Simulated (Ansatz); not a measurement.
**C₂H₆O₂Si₂: how energies converge with the basis set**

How large a basis does C₂H₆O₂Si₂ need? Two functionals and correlated methods are run in growing sets.

Method: one geometry, several basis sets; program: Ansatz 0.2.0, Gaussian basis.

Plan: PBE0-D4/def2-SVP; ωB97M-V/def2-SVP; PBE0-D4/def2-QZVPP; ωB97M-V/def2-QZVPP; CCSD(T)/cc-pV(D+d)Z; CCSD(T)/cc-pV(T+d)Z; MP2/cc-pV(Q+d)Z; the functionals' def2-TZVPP values are taken from earlier runs.

## 1. Structure used throughout

The geometry comes from an earlier relaxation with PBE0-D4 in a triple-zeta def2 set; it is a stationary point, not always the lowest conformer.

SMILES `O[SiH](O)C#C[SiH3]`, 12 atoms, charge 0, spin multiplicity 1.

Atoms are counted from 1 here; the program's logs count them from 0.

Bond lengths: O1–Si2 1.635 Å, O1–H7 0.958 Å, Si2–O3 1.634 Å, Si2–C4 1.835 Å, Si2–H8 1.469 Å, O3–H9 0.958 Å, C4–C5 1.215 Å, C5–Si6 1.826 Å, Si6–H10 1.483 Å, Si6–H11 1.483 Å, Si6–H12 1.483 Å. Angles: Si2–O1–H7 118.3°, O1–Si2–O3 114.5°, O1–Si2–C4 108.0°, O1–Si2–H8 106.9°, O3–Si2–C4 108.6°, O3–Si2–H8 106.1°, C4–Si2–H8 112.8°, Si2–O3–H9 118.6°, Si2–C4–C5 179.0°, C4–C5–Si6 179.4°, C5–Si6–H10 109.0°, C5–Si6–H11 109.1°, C5–Si6–H12 109.2°, H10–Si6–H11 109.9°, H10–Si6–H12 109.7°, H11–Si6–H12 109.9°.

Geometry (Å):

```xyz
12

O     0.4904   -2.2172    1.8318
Si   -0.7954   -1.3632    1.2934
O    -1.5452   -0.4727    2.4399
C    -0.2129   -0.2375   -0.0329
C     0.1870    0.5165   -0.8978
Si    0.7747    1.6432   -2.2097
H     1.3545   -1.8053    1.8003
H    -1.7881   -2.3372    0.8186
H    -1.1831    0.3856    2.6630
H     0.9711    2.9960   -1.6335
H    -0.2373    1.6989   -3.2917
H     2.0613    1.1377   -2.7472
```

## 2. PBE0-D4 in def2-SVP

Contents of in.yaml:

```yaml
crystal:
  periodic: [false, false, false]
  atoms:
    - {symbol: O, position_ang: [0.490365, -2.217234, 1.831842]}
    - {symbol: Si, position_ang: [-0.795445, -1.363189, 1.293428]}
    - {symbol: O, position_ang: [-1.545208, -0.472731, 2.439864]}
    - {symbol: C, position_ang: [-0.212937, -0.237518, -0.032929]}
    - {symbol: C, position_ang: [0.187004, 0.516459, -0.897836]}
    - {symbol: Si, position_ang: [0.774716, 1.643233, -2.209716]}
    - {symbol: H, position_ang: [1.354525, -1.805257, 1.800267]}
    - {symbol: H, position_ang: [-1.788052, -2.337203, 0.818608]}
    - {symbol: H, position_ang: [-1.183103, 0.385635, 2.662991]}
    - {symbol: H, position_ang: [0.971090, 2.995969, -1.633480]}
    - {symbol: H, position_ang: [-0.237332, 1.698920, -3.291739]}
    - {symbol: H, position_ang: [2.061278, 1.137717, -2.747202]}
basis:
  gaussian: {orbitals: def2-SVP}
hamiltonian: {xc: pbe0, dispersion: d4}
output: {orbitals: {seedname: orbitals}}
```

Command:

```bash
ansatz run in.yaml --threads 2 --pin off --events-out ev --progress --plain --max-ram 22528MiB --backend cpu
```

The log of the run:

```text
Functional definition: PBE0
  name "PBE0"
  cite "Adamo & Barone, J. Chem. Phys. 110, 6158 (1999) doi:10.1063/1.478522"
  cite "Perdew, Burke & Ernzerhof, Phys. Rev. Lett. 77, 3865 (1996) doi:10.1103/PhysRevLett.77.3865"
  parent pbe
  parameter a = 0.25
  parameter kappa = 0.804
  parameter beta = 0.06672455060314922
  exchange = (1 - a)*pbe_x(kappa = kappa, mu = beta*pi^2/3) + a*exact_x
  correlation = pbe_c(beta = beta)
1342 factors; their error is unknown
mean field evaluation 1: about -21989.4299 eV, gradient 6.8e1 eV
mean field evaluation 2: about -21983.2919 eV, gradient 9.0e1 eV
mean field evaluation 4: about -21998.3275 eV, gradient 2.9e0 eV
mean field evaluation 8: about -21998.4626 eV, gradient 1.6e-1 eV
mean field -21998.46260085 eV, -808.4285894879 hartree, gradient 7.5e-5 eV, S^2 0.000000; 0 other end points of the search recorded, 0 dependent functions left out
reference -21998.46263307 eV, -808.4285906719 hartree; 31, 31 occupied and 91, 91 virtual orbitals, 1342 factors
Total energy: -21998.68958705 eV, -808.4369310768 hartree
```

Run time: 1.7 s. Hardware: 2 threads of AMD EPYC 7R13, shared host; peak memory 0.56 GiB.

## 3. ωB97M-V in def2-SVP

in.yaml: that of step 2 with these lines changed.

```diff
@@ -17,3 +17,3 @@
   gaussian: {orbitals: def2-SVP}
-hamiltonian: {xc: pbe0, dispersion: d4}
+hamiltonian: {xc: {name: wB97M-V}}
 output: {orbitals: {seedname: orbitals}}
```

The command is unchanged.

The log of the run (excerpt; [...] marks lines left out):

```text
Functional definition: wB97M-V
  name "wB97M-V"
  cite "Mardirossian & Head-Gordon, J. Chem. Phys. 144, 214110 (2016) doi:10.1063/1.4952647"
  cite "Becke, J. Chem. Phys. 107, 8554 (1997) doi:10.1063/1.475007"
  cite "Vydrov & Van Voorhis, J. Chem. Phys. 133, 244103 (2010) doi:10.1063/1.3521275"
  # Of w^i u^j: cxij and so on, Table III.
[...]
  gx(w, u) = 1 - cx + cx01*u + cx10*w
  gss(w, u) = css00 + css04*u^4 + css10*w + css20*w^2 + css43*w^4*u^3
  gos(w, u) = cos00 + cos10*w + (cos20 + cos21*u)*w^2 + (cos60 + cos61*u)*w^6
[...]
      + integral(e_c_pw_mod_opposite_spin*gos(b97_w_opposite, b97_u_opposite)) + vv10(b, c)
1342 factors; their error is unknown
365 factors; integrals over basis functions are off by at most 7.9e-6 eV
[...]
mean field -22008.85785413 eV, -808.8106079998 hartree, gradient 4.6e-5 eV, S^2 0.000000; 0 other end points of the search recorded, 0 dependent functions left out
reference -22008.85790614 eV, -808.8106099110 hartree; 31, 31 occupied and 91, 91 virtual orbitals, 1342 factors
Total energy: -22008.85790614 eV, -808.8106099110 hartree
```

It took 6 s on 2 threads of AMD EPYC 7R13, shared host; peak memory 0.56 GiB.

## 4. PBE0-D4 in def2-QZVPP

in.yaml: that of step 3 with these lines changed.

```diff
@@ -16,4 +16,4 @@
 basis:
-  gaussian: {orbitals: def2-SVP}
-hamiltonian: {xc: {name: wB97M-V}}
+  gaussian: {orbitals: "def2-QZVPP.json"}
+hamiltonian: {xc: pbe0, dispersion: d4}
 output: {orbitals: {seedname: orbitals}}
```

Command:

```bash
ansatz run in.yaml --threads 2 --pin off --events-out ev --progress --plain --max-ram 22528MiB --backend cuda --devices 0, --max-vram 18GiB
```

The log of the run:

```text
Functional definition: PBE0
  name "PBE0"
  cite "Adamo & Barone, J. Chem. Phys. 110, 6158 (1999) doi:10.1063/1.478522"
  cite "Perdew, Burke & Ernzerhof, Phys. Rev. Lett. 77, 3865 (1996) doi:10.1103/PhysRevLett.77.3865"
  parent pbe
  parameter a = 0.25
  parameter kappa = 0.804
  parameter beta = 0.06672455060314922
  exchange = (1 - a)*pbe_x(kappa = kappa, mu = beta*pi^2/3) + a*exact_x
  correlation = pbe_c(beta = beta)
1832 factors; their error is unknown
mean field evaluation 1: about -22001.0737 eV, gradient 8.2e1 eV
mean field evaluation 2: about -21989.6976 eV, gradient 1.1e2 eV
mean field evaluation 4: about -22012.7303 eV, gradient 5.2e0 eV
mean field evaluation 8: about -22012.7977 eV, gradient 1.6e-1 eV
mean field evaluation 16: about -22012.8119 eV, gradient 1.0e-4 eV
mean field -22012.81189488 eV, -808.9559163169 hartree, gradient 3.2e-5 eV, S^2 0.000000; 0 other end points of the search recorded, 0 dependent functions left out
reference -22012.81194312 eV, -808.9559180897 hartree; 31, 31 occupied and 517, 517 virtual orbitals, 1832 factors
Total energy: -22013.03889710 eV, -808.9642584946 hartree
```

Wall time 3.8 s (1 × H100 (card shared with other runs) with 2 threads of AMD EPYC 7R13, shared host); peak host memory 1.1 GiB.

## 5. ωB97M-V in def2-QZVPP

in.yaml: that of step 4 with these lines changed.

```diff
@@ -17,3 +17,3 @@
   gaussian: {orbitals: "def2-QZVPP.json"}
-hamiltonian: {xc: pbe0, dispersion: d4}
+hamiltonian: {xc: {name: wB97M-V}}
 output: {orbitals: {seedname: orbitals}}
```

The command is unchanged.

The log of the run (excerpt; [...] marks lines left out):

```text
Functional definition: wB97M-V
  name "wB97M-V"
  cite "Mardirossian & Head-Gordon, J. Chem. Phys. 144, 214110 (2016) doi:10.1063/1.4952647"
  cite "Becke, J. Chem. Phys. 107, 8554 (1997) doi:10.1063/1.475007"
  cite "Vydrov & Van Voorhis, J. Chem. Phys. 133, 244103 (2010) doi:10.1063/1.3521275"
  # Of w^i u^j: cxij and so on, Table III.
[...]
  gx(w, u) = 1 - cx + cx01*u + cx10*w
  gss(w, u) = css00 + css04*u^4 + css10*w + css20*w^2 + css43*w^4*u^3
  gos(w, u) = cos00 + cos10*w + (cos20 + cos21*u)*w^2 + (cos60 + cos61*u)*w^6
[...]
      + integral(e_c_pw_mod_opposite_spin*gos(b97_w_opposite, b97_u_opposite)) + vv10(b, c)
1792 factors; their error is unknown
443 factors; integrals over basis functions are off by at most 1.4e-5 eV
[...]
mean field -22023.37768519 eV, -809.3442019493 hartree, gradient 4.0e-5 eV, S^2 0.000000; 0 other end points of the search recorded, 0 dependent functions left out
reference -22023.37776376 eV, -809.3442048367 hartree; 31, 31 occupied and 517, 517 virtual orbitals, 1792 factors
Total energy: -22023.37776376 eV, -809.3442048367 hartree
```

It took 7.5 s on 1 × H100 (card shared with other runs) with 2 threads of AMD EPYC 7R13, shared host; peak host memory 1.2 GiB.

## 6. Density functionals: the series

The def2-TZVPP values come from earlier runs at the same geometry.

```csv
functional,basis,functions,energy (eV),from the largest (eV),HOMO (eV),LUMO (eV)
PBE0-D4,def2-SVP,122,-21998.6896,14.349,-8.28,-0.74
PBE0-D4,def2-TZVPP,292,-22012.1344,0.904,-8.35,-0.94
PBE0-D4,def2-QZVPP,548,-22013.0389,0.000,-8.37,-0.99
ωB97M-V,def2-SVP,122,-22008.8579,14.520,-10.49,1.32
ωB97M-V,def2-TZVPP,292,-22022.5450,0.833,-10.58,1.02
ωB97M-V,def2-QZVPP,548,-22023.3778,0.000,-10.60,0.87
```

## 7. CCSD(T) in cc-pV(D+d)Z

in.yaml: that of step 5 with these lines changed.

```diff
@@ -16,4 +16,3 @@
 basis:
-  gaussian: {orbitals: "def2-QZVPP.json"}
-hamiltonian: {xc: {name: wB97M-V}}
-output: {orbitals: {seedname: orbitals}}
+  gaussian: {orbitals: "cc-pV(D+d)Z.json"}
+correlation: {method: ccsd_t}
```

The command is unchanged.

The log of the run (excerpt; [...] marks lines left out):

```text
Functional definition: HF
  name "HF"
  cite "Fock, Z. Phys. 61, 126 (1930) doi:10.1007/BF01340294"
  parent pbe
[...]
1294 factors; integrals over basis functions are off by at most 1.3e-3 eV
[...]
mean field -21956.97889945 eV, -806.9040915801 hartree, gradient 2.0e-6 eV, S^2 0.000000; 0 other end points of the search recorded, 0 dependent functions left out
14 core orbitals not correlated: weight in the atoms' cores, before any rotation towards them, 1.000 or more for the frozen orbitals, at most 0.000 for the correlated occupied ones
reference -21956.97889945 eV, -806.9040915801 hartree; 17, 17 occupied and 101, 101 virtual orbitals, 1294 factors
second order -22.18250757 eV of doubles, -0.00000000 eV of singles
cycle   1  -22.65814572 eV  change   -4.8e-1 eV  update   1.2e-1
[...]
cycle   9  -23.48301267 eV  change   -2.3e-5 eV  update   2.2e-5
perturbative correction -0.72388022 eV, -0.0266021074 hartree
Total energy: -21981.18579235 eV, -807.7936784860 hartree
```

Run time: 2.9 s. Hardware: 1 × H100 (card shared with other runs) with 2 threads of AMD EPYC 7R13, shared host; peak host memory 0.81 GiB.

## 8. CCSD(T) in cc-pV(T+d)Z

in.yaml: that of step 7 with these lines changed.

```diff
@@ -16,3 +16,4 @@
 basis:
-  gaussian: {orbitals: "cc-pV(D+d)Z.json"}
+  gaussian: {orbitals: "cc-pV(T+d)Z.json"}
 correlation: {method: ccsd_t}
+output: {orbitals: {seedname: orbitals}}
```

Same command.

The log of the run (excerpt; [...] marks lines left out):

```text
Functional definition: HF
  name "HF"
  cite "Fock, Z. Phys. 61, 126 (1930) doi:10.1007/BF01340294"
  parent pbe
[...]
1656 factors; integrals over basis functions are off by at most 7.0e-4 eV
[...]
mean field -21960.08723798 eV, -807.0183209141 hartree, gradient 3.7e-6 eV, S^2 0.000000; 0 other end points of the search recorded, 0 dependent functions left out
14 core orbitals not correlated: weight in the atoms' cores, before any rotation towards them, 1.000 or more for the frozen orbitals, at most 0.000 for the correlated occupied ones
reference -21960.08723798 eV, -807.0183209141 hartree; 17, 17 occupied and 251, 251 virtual orbitals, 1656 factors
second order -27.73705025 eV of doubles, -0.00000000 eV of singles
cycle   1  -27.80916261 eV  change   -7.2e-2 eV  update   1.2e-1
[...]
cycle   9  -28.72559398 eV  change   -2.9e-5 eV  update   2.3e-5
perturbative correction -1.20798174 eV, -0.0443925100 hartree
Total energy: -21990.02081370 eV, -808.1183595321 hartree
```

Run time: 8.5 s. Hardware: 1 × H100 (card shared with other runs) with 2 threads of AMD EPYC 7R13, shared host; peak host memory 0.86 GiB.

## 9. MP2 in cc-pV(Q+d)Z

in.yaml: that of step 8 with these lines changed.

```diff
@@ -16,4 +16,3 @@
 basis:
-  gaussian: {orbitals: "cc-pV(T+d)Z.json"}
-correlation: {method: ccsd_t}
-output: {orbitals: {seedname: orbitals}}
+  gaussian: {orbitals: "cc-pV(Q+d)Z.json"}
+correlation: {method: mp2}
```

The command is unchanged.

The log of the run:

```text
Functional definition: HF
  name "HF"
  cite "Fock, Z. Phys. 61, 126 (1930) doi:10.1007/BF01340294"
  parent pbe
  exchange = exact_x
  correlation = 0
3165 factors; integrals over basis functions are off by at most 7.1e-4 eV
mean field evaluation 1: about -21954.7553 eV, gradient 5.3e1 eV
mean field evaluation 2: about -21954.9539 eV, gradient 5.3e1 eV
mean field evaluation 4: about -21960.7118 eV, gradient 4.6e0 eV
mean field evaluation 8: about -21960.7903 eV, gradient 2.7e-1 eV
mean field -21960.79057824 eV, -807.0441681918 hartree, gradient 3.7e-6 eV, S^2 0.000000; 0 other end points of the search recorded, 0 dependent functions left out
14 core orbitals not correlated: weight in the atoms' cores, before any rotation towards them, 1.000 or more for the frozen orbitals, at most 0.000 for the correlated occupied ones
reference -21960.79057824 eV, -807.0441681918 hartree; 17, 17 occupied and 497, 497 virtual orbitals, 3165 factors
second order -29.80786792 eV of doubles, -0.00000000 eV of singles
Total energy: -21990.59844616 eV, -808.1395871335 hartree
```

Run time: 6 s. Hardware: 1 × H100 (card shared with other runs) with 2 threads of AMD EPYC 7R13, shared host; peak host memory 1.1 GiB.

Energy pieces by basis (eV):

```csv
basis,HF,MP2 correlation,CCSD correlation,(T),total
cc-pV(D+d)Z,-21956.9789,-22.1825,-23.4830,-0.7239,-21981.1858
cc-pV(T+d)Z,-21960.0872,-27.7371,-28.7256,-1.2080,-21990.0208
cc-pV(Q+d)Z,-21960.7906,-29.8079,,,-21990.5984 (MP2)
```

## 10. Extrapolating to the complete basis

This step is arithmetic on the last runs, with X = 3 and 4: exp(−5.46√X) for Hartree-Fock, X^−3.05 for correlation; only MP2 was run in the larger set, so CCSD(T) minus MP2 is added from the smaller one.

```
  level  energy at the limit (eV)
     HF               -21961.0025
    MP2               -21992.2846
   CCSD               -21993.2731
CCSD(T)               -21994.4811
```

```csv
basis,HF above its limit (eV),share of the MP2 correlation limit (%)
cc-pV(D+d)Z,4.024,70.9
cc-pV(T+d)Z,0.915,88.7
cc-pV(Q+d)Z,0.212,95.3
```

## 11. Outcome

| quantity | value |
| --- | --- |
| MP2 correlation recovered, cc-pV(D+d)Z | 70.9 % |
| MP2 correlation recovered, cc-pV(T+d)Z | 88.7 % |
| MP2 correlation recovered, cc-pV(Q+d)Z | 95.3 % |
| CCSD(T) limit from def2 sets (earlier runs) less the limit of this series | -56 meV |
| PBE0-D4: double and triple zeta above quadruple | 14.35, 0.90 eV |
| ωB97M-V: double and triple zeta above quadruple | 14.52, 0.83 eV |

What this shows: For PBE0-D4 the step from double to triple zeta gains 13.44 eV and the next only 0.90 eV. In cc-pV(D+d)Z MP2 holds 71 % of its limit, in cc-pV(Q+d)Z 95 %, while Hartree-Fock is within 0.212 eV in the largest set. A limit from the def2 sets, made apart, differs by 56 meV, a least measure of the doubt on such a limit. Total energies overstate the basis error of differences, where much of it tends to cancel.
